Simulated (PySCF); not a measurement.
# BiF: bond curves at several levels of theory

Aim: find the lowest electronic state of BiF, scan its bond at several levels of theory, and get bond length, wavenumber and dissociation energy from each curve.

Method: Bi def2-SVPD with ECP60, F def2-SVPD, scalar-relativistic core potentials; program: PySCF 2.14.0.

## Step 1: Set-up

The job is set up so:

```yaml
atoms: Bi, F
charge: 0
basis: Bi def2-SVPD with ECP60, F def2-SVPD
Hamiltonian: scalar-relativistic core potentials
basis_functions: 55
electrons_treated: 32
masses_in_u: 208.9804, 18.9984
levels: PBE0, PBE, r²SCAN, TPSS, PW91, r²SCAN0, CAM-B3LYP, HF, MP2, SCS-MP2, CCSD, CCSD(T)
grid: 80 radial by 434 angular points
occupations: held fixed by the projection of orbital angular momentum
dissociation_limit: Bi + F, each in its ground configuration
starting_distance_in_angstrom: 2.075
values_of_2S_to_try: 0, 2, 4
```

On the command line:

```sh
> OMP_NUM_THREADS=1 python dia.py task.json out
```

After this run come: The PBE0 curve of the state that the search chose; Higher solutions at PBE0; PBE; r²SCAN (meta-GGA); TPSS (meta-GGA); PW91 (GGA); r²SCAN0 (hybrid meta-GGA); CAM-B3LYP (range-separated hybrid); UHF; MP2 and coupled cluster.

**Question.** What will these runs give? Wanted: for each run, Re; ωe; De; μ.

As calculated:

Lowest PBE0 solution found, without spin–orbit coupling: ³Σ⁻ (triplet), unpaired electrons π ↑↑. State 2 has its PBE0 minimum 0.34 eV higher, as a spin-mixed determinant (⟨S²⟩ = 1.00), so this is no gap between pure states. State 3 has its PBE0 minimum 1.25 eV higher. The other levels ran on the lowest alone.

```csv
level,Re (Å),ωe (cm⁻¹),De (eV),μ (D)
UHF,2.048,565,1.81,-3.93
UHF-MP2,2.075,541,3.87,n/a
UHF-SCS-MP2,2.077,538,3.74,n/a
UHF-CCSD,2.071,544,3.48,n/a
UHF-CCSD(T),2.077,536,3.61,n/a
PBE,2.092,518,4.27,-3.35
PW91,2.091,519,4.31,-3.37
TPSS,2.083,528,4.11,-3.33
r²SCAN,2.069,541,3.90,-3.37
PBE0,2.066,545,3.78,-3.51
r²SCAN0,2.054,558,3.52,-3.52
CAM-B3LYP,2.065,548,3.99,-3.64
```

De is counted to Bi + F in their ground configurations. A positive dipole means Bi(−)F(+).

Differences from CCSD(T) in the same basis:

```csv
level,Re (mÅ),ωe (%)
UHF,-29,+5.5
UHF-MP2,-3,+0.9
UHF-SCS-MP2,0,+0.3
UHF-CCSD,-7,+1.6
PBE,+15,-3.3
PW91,+13,-3.0
TPSS,+6,-1.5
r²SCAN,-8,+0.9
PBE0,-12,+1.7
r²SCAN0,-24,+4.1
CAM-B3LYP,-12,+2.2
```

**Reading.** Against CCSD(T) in the same basis, the bond length is nearest at UHF-SCS-MP2 (0 mÅ) and farthest at UHF (-29 mÅ); the wavenumber is nearest at UHF-SCS-MP2 (+0.3 %) and farthest at UHF (+5.5 %). Hartree–Fock falls on the short and stiff side, its usual fault. PBE has the long and soft bond that GGAs tend to give. CCSD(T) in a basis this small is itself some way from its limit, more so than the functionals. Among the levels with a De in the table, it runs from 1.81 eV (UHF) to 4.31 eV (PW91).

Correlated steps freeze 5 core orbitals. These are scalar-relativistic numbers at best; spin–orbit coupling would shift them, the dissociation energy most. With spin–orbit coupling the term label itself may not hold.
